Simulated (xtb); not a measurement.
**GaSi2H7O (SMILES [SiH3][SiH2][O][GaH2]) at GFN1-xTB**

What is the electronic atomisation energy of GaSi2H7O at GFN1-xTB? 

The calculation is run with xtb 6.7.1.

11 further runs of the same task are left out: 11 set aside as unsound or not needed.

## Step 1: Starting point

GaSi2H7O: 11 atoms, total charge 0, spin state singlet. As SMILES, `[SiH3][SiH2][O][GaH2]`. The shape comes from GFN2-xTB, which is rough for such elements, and wasn't checked as a minimum. This is one conformer, not always the lowest.

Bond lengths: Si1–Si2 2.307 Å, Si2–O3 1.650 Å, O3–Ga4 1.719 Å, Si1–H5 1.471 Å, Si1–H6 1.470 Å, Si1–H7 1.467 Å, Si2–H8 1.471 Å, Si2–H9 1.472 Å, Ga4–H10 1.547 Å, Ga4–H11 1.547 Å. Some angles: Si1–Si2–O3 106.5°, Si2–O3–Ga4 174.5°, Si1–Si2–H8 116.0°, Si1–Si2–H9 116.1°, O3–Si2–H8 105.0°, O3–Si2–H9 104.9°, Si2–Si1–H5 114.0°, Si2–Si1–H6 114.3°, Si2–Si1–H7 110.1°, O3–Ga4–H10 116.9°.

## Step 2: Energy and forces at GFN1-xTB

Contents of struc.xyz:

```xyz
11

Si    -0.22486     1.98791     0.24223
Si    -1.19725    -0.08522    -0.03967
O      0.04046    -1.16685    -0.18194
Ga     1.42243    -2.18731    -0.24312
H      0.62103     2.41103    -0.88460
H      0.63551     2.09535     1.42903
H     -1.26119     3.01589     0.38872
H     -2.00471    -0.57777     1.08695
H     -1.99716    -0.26366    -1.26225
H      1.69570    -2.91605    -1.58065
H      2.27005    -2.31333     1.04530
```

Launch:

```
$ xtb struc.xyz --json --gfn 1 --grad | tee xtb.out
```

What it wrote:

```text
* xtb version 6.7.1
[...]
          :  # basis functions                  48          :
[...]
          :  # electrons                        24          :
[...]
          :  Hamiltonian                  GFN1-xTB          :
[...]
          :  net charge                          0          :
          :  unpaired electrons                  0          :
[...]
   *** convergence criteria satisfied after 10 iterations ***
[...]
         ::                     SUMMARY                     ::
         :::::::::::::::::::::::::::::::::::::::::::::::::::::
         :: total energy             -13.614509048235 Eh    ::
         :: gradient norm              0.061565328429 Eh/a0 ::
         :: HOMO-LUMO gap              4.401535884760 eV    ::
         ::.................................................::
         :: SCC energy               -13.701902104899 Eh    ::
         :: -> electrostatic           0.045820678784 Eh    ::
         :: repulsion energy           0.091014251644 Eh    ::
         :: dispersion energy         -0.003621194980 Eh    ::
         :: halogen bond corr.         0.000000000000 Eh    ::
         :: add. restraining           0.000000000000 Eh    ::
         :: total charge              -0.000000000000 e     ::
         :::::::::::::::::::::::::::::::::::::::::::::::::::::
[...]
        12        2.0000           -0.4003325             -10.8936 (HOMO)
        13                         -0.2385790              -6.4921 (LUMO)
[...]
     #   Z sym  total        # sym  WBO       # sym  WBO       # sym  WBO
 ---------------------------------------------------------------------------
     1  14 Si   3.905 --     2 Si   1.000     7 H    0.925     5 H    0.912
                             6 H    0.911
     2  14 Si   4.422 --     3 O    1.415     1 Si   1.000     9 H    0.897
                             8 H    0.896
     3   8 O    2.454 --     2 Si   1.415     4 Ga   0.926
     4  31 Ga   2.849 --     3 O    0.926    10 H    0.892    11 H    0.892
     5   1 H    0.988 --     1 Si   0.912
     6   1 H    0.988 --     1 Si   0.911
     7   1 H    0.984 --     1 Si   0.925
     8   1 H    0.991 --     2 Si   0.896
     9   1 H    0.991 --     2 Si   0.897
    10   1 H    0.994 --     4 Ga   0.892
    11   1 H    0.995 --     4 Ga   0.892
[...]
          | TOTAL ENERGY              -13.614509048235 Eh   |
          | GRADIENT NORM               0.061565328429 Eh/α |
          | HOMO-LUMO GAP               4.401535884760 eV   |
           -------------------------------------------------
[...]
```

Standard error:

```text
normal termination of xtb
```

Wall time 0.033 s (1 thread of Intel Xeon 6975P-C (Granite Rapids), shared host).

## Step 3: The Ga atom: the energy at GFN1-xTB

Contents of coord:

```
$coord angs
     0.0000000     0.0000000     0.0000000  Ga
$end
```

Run the same way, it converges to -1.15596 Eh (log not shown).

## Step 4: The H atom: the energy at GFN1-xTB

Contents of coord:

```
$coord angs
     0.0000000     0.0000000     0.0000000  H
$end
```

Run the same way, it converges to -0.40143 Eh (log not shown).

## Step 5: The O atom: the energy at GFN1-xTB

Contents of coord:

```
$coord angs
     0.0000000     0.0000000     0.0000000  O
$end
```

Run the same way, it converges to -4.35084 Eh (log not shown).

## Step 6: The Si atom: the energy at GFN1-xTB

Contents of geom.xyz:

```xyz
1

Si     0.000000     0.000000     0.000000
```

Run the same way, it converges to -1.62345 Eh (log not shown).

## Step 7: Results

At GFN1-xTB:

| quantity | value |
| --- | --- |
| molecule: total energy | -13.61451 Eh |
| molecule: dipole moment | 1.73 D |
| molecule: HOMO energy | -10.89 eV |
| molecule: LUMO energy | -6.49 eV |
| molecule: HOMO–LUMO gap | 4.40 eV |
| molecule: dispersion energy | -9.51 kJ/mol |
| molecule: largest force on an atom | 2.145 eV/Å |
| Ga atom: total energy | -1.15596 Eh |
| Ga atom: dipole moment | 0.00 D |
| Ga atom: HOMO energy (partly filled) | -4.86 eV |
| Ga atom: LUMO energy | -4.86 eV |
| H atom: total energy | -0.40143 Eh |
| H atom: dipole moment | 0.00 D |
| H atom: HOMO energy (partly filled) | -10.92 eV |
| O atom: total energy | -4.35084 Eh |
| O atom: dipole moment | 0.00 D |
| O atom: HOMO energy (partly filled) | -17.89 eV |
| Si atom: total energy | -1.62345 Eh |
| Si atom: dipole moment | 0.00 D |
| Si atom: HOMO energy (partly filled) | -7.56 eV |
| Si atom: LUMO energy | -7.56 eV |
| electronic atomisation energy | 55.805 eV |

In words: The method runs without spin polarisation, so open shells lack the exchange term that lowers high spin: such energies come out too high. The largest force (molecule) is 2.15 eV/Å: the shape isn't a stationary point for this species at this level. Taking the molecule apart into free atoms costs 55.81 eV (5384 kJ/mol), before zero-point energy and without spin-orbit coupling. Tight-binding and semi-empirical models aren't fitted to free atoms, so this value can be far from the true one. Mulliken charges (molecule) run from -0.46 on O3 to +0.53 on Ga4.
